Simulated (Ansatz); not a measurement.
Mo, space group P6/mmm, a single point from a YAML input

Computed with the Ansatz DFT code, driven from Python.

Input file `mo.yaml`:
```yaml
crystal:
  lattice:
    - [2.73551, 0.0, 0.0]
    - [-1.367755, 2.369021, 0.0]
    - [0.0, 0.0, 2.555181]
  atoms:
    - { symbol: Mo, position: [0.0, 0.0, 0.5] }
kpoints:
  mp_grid: { kspacing: 0.3 }
hamiltonian:
  xc: r2scan
scf:
  occupations: { method: fermi_dirac, width: 0.05 }
basis:
  ecutwfc: "21 Ha"
output:
  forces: true
```

Typed at the interpreter:
```pycon
>>> import ansatz as az
>>> import pandas as pd
>>> outcome = az.Session.from_deck('mo.yaml').plan(threads=1).execute()

>>> report = outcome.report
>>> report['n_iterations'], report['closed_by']
(6, 'deck_thresholds')
>>> report['kpoints_frac'][:4]
[[0.0, 0.0, 0.0], [0.0, 0.0, 0.1111111111111111], [0.0, 0.0, 0.2222222222222222], [0.0, 0.0, 0.3333333333333333]]
>>> for key in ('converged', 'n_iterations', 'n_electrons', 'n_kpoints', 'n_pw', 'n_symmetry_ops', 'free_energy_ev', 'fermi_energy_ev'):
...     print(f'{key:18s} {report[key]}')
...
converged          True
n_iterations       6
n_electrons        14.0
n_kpoints          60
n_pw               525
n_symmetry_ops     24
free_energy_ev     -4966.667359010931
fermi_energy_ev    19.48187177054665
>>> # forces in eV per angstrom
>>> table = pd.DataFrame(report['forces_ev_ang'], columns=['fx', 'fy', 'fz'])
>>> table.insert(0, 'atom', [site['symbol'] for site in report['lattice']['sites']])
>>> table.round(4)
  atom   fx   fy   fz
0   Mo  0.0 -0.0  0.0
```

Caveats:
- Total energies depend on the potentials; only differences at equal settings carry meaning. A total without «per atom» is that of the cell as typed.
- For a metal this k-point mesh is coarse: on a finer one energies can move by several to tens of meV an atom and pressures by half a GPa or more, differences at one mesh by less.
- Only differences from the Fermi energy are physical; the zero of the scale is a convention.
- This isn't the structure that Mo takes at ambient conditions.
- Hardware and time: 2 s on 1 thread of Arm Neoverse V2 (shared host), peak memory 0.41 GiB.

(Lines on the test bed's own set-up are left out of the output.)
